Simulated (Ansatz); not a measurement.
The system is CsLiCr2Te2S3.

```
Cs Li Cr Te S
1.0
     3.60358    0.00000    0.00000
    -1.80179    3.12079    0.00000
     0.00000    0.00000   19.06651
Cs Li Cr Te S
1 1 2 2 3
Cartesian
  0.0000 0.0000 7.1307
  1.8018 1.0403 0.3064
  0.0000 0.0000 16.5187
  0.0000 2.0805 3.2095
  0.0000 2.0805 10.2751
  1.8018 1.0403 14.7338
  0.0000 0.0000 1.9124
  0.0000 2.0805 17.7166
  1.8018 1.0403 4.4631
```

The cell was built by a generator and needn't be a form met in nature.

Program: Ansatz 0.2.0. Alike in all runs: cell as given; smearing fermi-dirac 0.05 eV. Hardware: 8 threads of Arm Neoverse V1, on a shared host.

Q: Order these runs on this cell by their wall time, lowest first.
A. task band structure; level PBEsol; potentials or basis Ansatz PAW; spin collinear, ferromagnetic start; k mesh 9 × 9 × 2; cutoff (eV) 420; points for each segment of the path 10
B. task single point; level PBE; potentials or basis Ansatz PAW earlier set; spin collinear, ferromagnetic start; k mesh 9 × 9 × 2; cutoff (eV) 1070
C. task band structure; level PBE; potentials or basis Ansatz PAW; spin non-collinear, ferromagnetic start, SOC; k mesh 6 × 6 × 1; cutoff (eV) 420; points for each segment of the path 10

A: A (55 s), B (160 s), C (360 s).
